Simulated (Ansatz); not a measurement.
Write a Python script for Ansatz's Python interface that makes a charge-density difference against the sublattices of Ga₃Sn, space group I4/mmm. Use (first run): PBEsol, PAW, cutoff 460 eV, 7×7×7 k-points, Fermi-Dirac smearing of 0.15 eV.

```cif
data_structure
_symmetry_space_group_name_H-M 'P 1'
_symmetry_Int_Tables_number 1
_cell_length_a 5.1105
_cell_length_b 5.1105
_cell_length_c 5.1105
_cell_angle_alpha 127.053
_cell_angle_beta 127.053
_cell_angle_gamma 78.165
_cell_volume 82.36
loop_
_atom_site_label
_atom_site_type_symbol
_atom_site_fract_x
_atom_site_fract_y
_atom_site_fract_z
_atom_site_occupancy
Ga1 Ga 0.75000 0.25000 0.50000 1
Ga2 Ga 0.25000 0.75000 0.50000 1
Ga3 Ga 0.50000 0.50000 0.00000 1
Sn1 Sn 0.00000 0.00000 0.00000 1
```

The script, `drho_ga3sn.py`:
```python
# -*- coding: utf-8 -*-
import warnings

import ansatz
import numpy as np

VECTORS = np.array([
    [-2.27818821, 2.27818821, 3.96698292],
    [2.27818821, -2.27818821, 3.96698292],
    [2.27818821, 2.27818821, -3.96698292],
])
SITES = [
    ("Ga", [0.75, 0.25, 0.5]),
    ("Ga", [0.25, 0.75, 0.5]),
    ("Ga", [0.5, 0.5, 0.0]),
    ("Sn", [0.0, 0.0, 0.0]),
]


def crystal_on(cell):
    crystal = ansatz.Crystal(lattice=ansatz.Lattice.of(cell))
    for symbol, position in SITES:
        crystal = crystal.atom(symbol, position)
    return crystal

warnings.simplefilter("ignore", ansatz.DeckWarning)

def solve(crystal):
    return (
        crystal.calculation()
        .functional(ansatz.Functional.PBESOL)
        .occupations("Fermi-Dirac", width=150 * ansatz.meV)
        .basis(460, grid_basis="typed")
        .kpoints(7, 7, 7)
        .density()
        .run(threads=1)
    )


whole = solve(crystal_on(VECTORS))
difference = whole.density().channels[0].density_e_per_ang3.copy()
binding = whole.report["free_energy_ev"]
for element in ["Ga", "Sn"]:
    part = ansatz.Crystal(lattice=ansatz.Lattice.of(VECTORS))
    for symbol, position in SITES:
        if symbol == element:
            part = part.atom(symbol, position)
    alone = solve(part)
    difference -= alone.density().channels[0].density_e_per_ang3
    binding -= alone.report["free_energy_ev"]
    print(f"{element} sublattice: {alone.report['n_electrons']:g} electrons, {alone.report['n_iterations']} iterations")

voxel = abs(np.linalg.det(VECTORS)) / difference.size
print(f"energy of the crystal less its unpolarised sublattices: {binding / len(SITES):.4f} eV/atom")
print(f"net charge of the difference {difference.sum() * voxel:.5f} e, charge rearranged {0.5 * np.abs(difference).sum() * voxel:.3f} e")
print(f"extremes {difference.min():.4f} and {difference.max():.4f} e/A^3")
for (symbol, position) in SITES:
    index = tuple(int(round(p * n)) % n for p, n in zip(position, difference.shape))
    print(f"  change of the pseudo-density at the grid point nearest {symbol}: {difference[index]:+.4f} e/A^3")
```

```console
$ python drho_ga3sn.py
Ga sublattice: 39 electrons, 6 iterations
Sn sublattice: 14 electrons, 6 iterations
energy of the crystal less its unpolarised sublattices: -0.7955 eV/atom
net charge of the difference -0.00000 e, charge rearranged 0.418 e
extremes -0.0913 and 0.0877 e/A^3
  change of the pseudo-density at the grid point nearest Ga: -0.0228 e/A^3
  change of the pseudo-density at the grid point nearest Ga: -0.0228 e/A^3
  change of the pseudo-density at the grid point nearest Ga: -0.0913 e/A^3
  change of the pseudo-density at the grid point nearest Sn: +0.0877 e/A^3
```

Reading the output:
- The mesh is modest for a metal, so energies can be off by several to tens of meV an atom and pressures by half a GPa or more; differences at equal mesh fare better.
- Densities and potentials on the grid are those of the valence electrons, and inside the cores they hang on the potentials used.
- The structure comes from a database of computed cells and needn't be a stable or known phase.
- Charge moved counts every rearrangement, bonding and polarisation too, and is no transfer between atoms; the bare sublattices are artificial references. Values near the nuclei depend on the potentials.
- Run time: 14 s on 1 thread of Arm Neoverse V1, on a shared host, peak memory 0.46 GiB.
